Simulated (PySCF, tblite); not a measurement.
# C₂H₁₂Si₄: geometry, infrared bands and NMR shifts

Wanted: the infrared bands and NMR shifts of C₂H₁₂Si₄ (`[SiH3]C[Si@H]1C[SiH2][SiH2]1`), by calculation.

Programs: tblite 0.8.0 and PySCF 2.14.0, with density-fitted response routines of our own. Each step states its level of theory. These are calculated values for one molecule in the gas phase, unless marked as measured. Atoms count from 0, in the outputs and in this text.

## (1) Starting geometry

18 atoms, charge 0, multiplicity 1; geometry from: force field or distance geometry start.

Bonds of the start (Å): Si0–C1 1.87, C1–Si2 1.86, Si2–C3 1.87, C3–Si4 1.87, Si4–Si5 2.23, Si5–Si2 2.20, Si0–H6 1.47, Si0–H7 1.47, Si0–H8 1.48, C1–H9 1.09, C1–H10 1.12, Si2–H11 1.47, C3–H12 1.11, C3–H13 1.11, Si4–H14 1.45, Si4–H15 1.46, Si5–H16 1.45, Si5–H17 1.46.

## (2) Relaxing the molecule with GFN2-xTB

The job: settings as JSON, then the geometry in Å.

```
{"job": {"kind": "relax", "xc": "GFN2-xTB", "basis": "xTB"}, "charge": 0, "multiplicity": 1}
Si    -2.627900    -0.372300     0.349400
C     -1.067100    -0.778000    -0.596400
Si     0.031300     0.710600    -0.457800
C      0.680700     0.853500     1.285700
Si     1.847000    -0.539700     0.844600
Si     2.119700     0.491200    -1.114300
H     -3.074400    -1.537200     1.136200
H     -2.333400     0.726300     1.283000
H     -3.716000    -0.018300    -0.584400
H     -1.358000    -1.020800    -1.623200
H     -0.654100    -1.680500    -0.083000
H     -0.659000     1.915000    -0.946300
H     -0.048800     0.621400     2.093800
H      1.254300     1.797100     1.431700
H      1.230900    -1.848300     0.686500
H      3.027600    -0.640100     1.699100
H      2.381000    -0.343100    -2.265600
H      2.957300     1.669500    -0.945500
```

On the command line:

```bash
$ OMP_NUM_THREADS=1 python probes_run.py task.json out
```

This one command runs all jobs of the session in turn.

**Question.** This job is followed by: GFN2-xTB harmonic vibrations, gas phase; GIAO PBE0/pcSseg-1 NMR shielding, non-relativistic, gas phase. Predict these results of the whole session: strongest single infrared mode (GFN2-xTB); zero-point energy (GFN2-xTB); 13C shifts against TMS (PBE0/pcSseg-1); 1H shifts against TMS (PBE0/pcSseg-1, means over atoms taken as alike); 29Si shifts against TMS (PBE0/pcSseg-1); surface potential, 1st and 99th percentile.

As calculated:

| quantity | value |
| --- | --- |
| strongest single infrared mode (GFN2-xTB) | 2182 cm⁻¹, 858 km/mol |
| zero-point energy (GFN2-xTB) | 73.7 kcal/mol |
| 13C shifts against TMS (PBE0/pcSseg-1) | -2.0, -7.4 ppm |
| 1H shifts against TMS (PBE0/pcSseg-1, means over atoms taken as alike) | 5.08, 4.64, 4.60, 4.38, 4.23, 4.00, 0.85, 0.59, 0.09, -0.09 ppm |
| 29Si shifts against TMS (PBE0/pcSseg-1) | -17.6, -63.6, -76.7, -81.3 ppm |
| surface potential, 1st and 99th percentile | -0.02 V and 1.13 V |

In words: Over 189 steps the energy fell by 1.369 eV; of the close pairs, Si2–Si5 changed most, 2.200 to 2.345 Å. All 48 modes are real, so the xTB geometry is a minimum. The strongest single mode, at 2182 cm⁻¹, moves mainly H14 and H15. GFN2-xTB is a fitted tight-binding method: band positions and strengths are rough. Its intensities can rank the bands wrongly. At PBE0/pcSseg-1: The widest tensor belongs to Si5: span 150 ppm, with a paramagnetic part of -451 ppm. At PBE0/pcSseg-1, counted by nearest atom on the grid, the HOMO lies on Si5 30 %; Si2 20 %, the LUMO on Si5 19 %; Si2, Si4 about 11 % each.
